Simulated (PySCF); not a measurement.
# MoS3: spin, charge, geometry and surroundings

Aim: change spin, charge, geometry, field or solvent of MoS3, one at a time, and compare with the base run.

Program: PySCF 2.14.0. Level of theory: method and basis as typed in the scripts. These are calculated values, not measurements.

4 further runs of the same task are left out: 4 that didn't finish.

### Step 1. Where the work starts

MoS3: 4 atoms, charge 0, spin multiplicity 1.

Bond lengths: Mo1–S2 2.111 Å, Mo1–S3 2.111 Å, Mo1–S4 2.111 Å. Angles: S2–Mo1–S3 108.2°, S2–Mo1–S4 108.2°, S3–Mo1–S4 108.2°.

As a file:

```xyz
4
MoS3
Mo    0.0000    0.0000    0.3687
S     1.9752    0.0000   -0.3772
S    -0.9876    1.7106   -0.3772
S    -0.9876   -1.7106   -0.3772
```

### Step 2. Base script

Contents of input.py:

```python
from pyscf import gto, dft

mol = gto.M(
    atom='Mo 0 0 0.3687; S 1.9752 0 -0.3772; S -0.9876 1.7106 -0.3772; S -0.9876 -1.7106 -0.3772',
    basis='lanl2dz',
    ecp={'Mo': 'lanl2dz', 'S': 'lanl2dz'},
    charge=0,
    spin=0,
    verbose=4,
)
mf = dft.RKS(mol, xc='tpssh')
mf.kernel()
mf.dip_moment()
print('orbital energies (hartree):', mf.mo_energy[..., max(0, mol.nelec[1]-3):mol.nelec[0]+3].round(4))
```

The run is started by

```sh
$ OMP_NUM_THREADS=1 python input.py
```

The log of this run is left out.

In short: E(SCF) = -97.877828 Eh, 13 cycles, μ = 3.58 D.

### Step 3. Electric field 0.05 a.u.

Variant 1 changes electric field: none → 0.05 a.u.

Contents of input.py:

```python
from pyscf import gto, dft

mol = gto.M(
    atom='Mo 0 0 0.3687; S 1.9752 0 -0.3772; S -0.9876 1.7106 -0.3772; S -0.9876 -1.7106 -0.3772',
    basis='lanl2dz',
    ecp={'Mo': 'lanl2dz', 'S': 'lanl2dz'},
    charge=0,
    spin=0,
    verbose=4,
)
mf = dft.RKS(mol, xc='tpssh')
field = 0.05  # electric field along z, atomic units
h = mf.get_hcore() + field*mol.intor('int1e_r')[2]
mf.get_hcore = lambda *args: h
e_nuc = mol.energy_nuc() - field*mol.atom_charges() @ mol.atom_coords()[:, 2]
mf.energy_nuc = lambda *args: e_nuc
mf.kernel()
mf.dip_moment()
print('orbital energies (hartree):', mf.mo_energy[..., max(0, mol.nelec[1]-3):mol.nelec[0]+3].round(4))
```

The run is started by

```sh
$ OMP_NUM_THREADS=1 python input.py
```

### Step 4. Charge +1 (doublet, UKS)

Variant 2 changes charge: 0 → 1; spin (2S): 0 → 1; SCF type: RKS → UKS.

Contents of input.py:

```python
from pyscf import gto, dft

mol = gto.M(
    atom='Mo 0 0 0.3687; S 1.9752 0 -0.3772; S -0.9876 1.7106 -0.3772; S -0.9876 -1.7106 -0.3772',
    basis='lanl2dz',
    ecp={'Mo': 'lanl2dz', 'S': 'lanl2dz'},
    charge=1,
    spin=1,
    verbose=4,
)
mf = dft.UKS(mol, xc='tpssh')
mf.kernel()
mf.dip_moment()
print('orbital energies (hartree):', [e[max(0, n-3):n+3].round(4) for e, n in zip(mf.mo_energy, mol.nelec)])
```

### Step 5. Lengths in bohr

Variant 3 changes length unit: angstrom → bohr.

input.py, as its differences from that of step 2:

```diff
@@ -8,2 +8,3 @@
     spin=0,
+    unit='bohr',
     verbose=4,
```

### Step 6. Quintet (UKS)

Variant 4 changes spin (2S): 0 → 4; SCF type: RKS → UKS.

Contents of input.py:

```python
from pyscf import gto, dft

mol = gto.M(
    atom='Mo 0 0 0.3687; S 1.9752 0 -0.3772; S -0.9876 1.7106 -0.3772; S -0.9876 -1.7106 -0.3772',
    basis='lanl2dz',
    ecp={'Mo': 'lanl2dz', 'S': 'lanl2dz'},
    charge=0,
    spin=4,
    verbose=4,
)
mf = dft.UKS(mol, xc='tpssh')
mf.kernel()
mf.dip_moment()
print('orbital energies (hartree):', [e[max(0, n-3):n+3].round(4) for e, n in zip(mf.mo_energy, mol.nelec)])
```

### Step 7. Triplet (UKS)

Variant 5 changes spin (2S): 0 → 2; SCF type: RKS → UKS.

Contents of input.py:

```python
from pyscf import gto, dft

mol = gto.M(
    atom='Mo 0 0 0.3687; S 1.9752 0 -0.3772; S -0.9876 1.7106 -0.3772; S -0.9876 -1.7106 -0.3772',
    basis='lanl2dz',
    ecp={'Mo': 'lanl2dz', 'S': 'lanl2dz'},
    charge=0,
    spin=2,
    verbose=4,
)
mf = dft.UKS(mol, xc='tpssh')
mf.kernel()
mf.dip_moment()
print('orbital energies (hartree):', [e[max(0, n-3):n+3].round(4) for e, n in zip(mf.mo_energy, mol.nelec)])
```

**Question.** What will these runs give? Wanted: for each run, E(SCF); from base; gap, α spin; SCF dipole.

The runs gave:

```
                          run  E(SCF) (hartree)  from base (eV)  cycles  gap, α spin (eV)  SCF dipole (D)
                         base        -97.877828               0      13              1.50            3.58
     electric field 0.05 a.u.        -98.003621         -3.4230      13              2.21            9.06
     charge +1 (doublet, UKS)        -97.545585         +9.0408      24              2.64             n/a
lengths in bohr (poor choice)        -88.184798  not comparable      11              2.02            0.56
                quintet (UKS)        -97.762076         +3.1498      19              1.02            1.41
                triplet (UKS)        -97.854624         +0.6314      19              2.15            1.59
```

In words: The largest comparable shift of the SCF energy, -3.423 eV, comes with the run “electric field 0.05 a.u.”. At the SCF level, going to the doublet with one electron fewer costs 9.04 eV at fixed geometry, against 6.65 eV for the negative of the highest filled level. The quintet solution found lies 3.15 eV above the base singlet at this geometry and level. The triplet solution found lies 0.63 eV above the base singlet at this geometry and level. Rows marked «poor choice» come from settings spoiled on purpose.
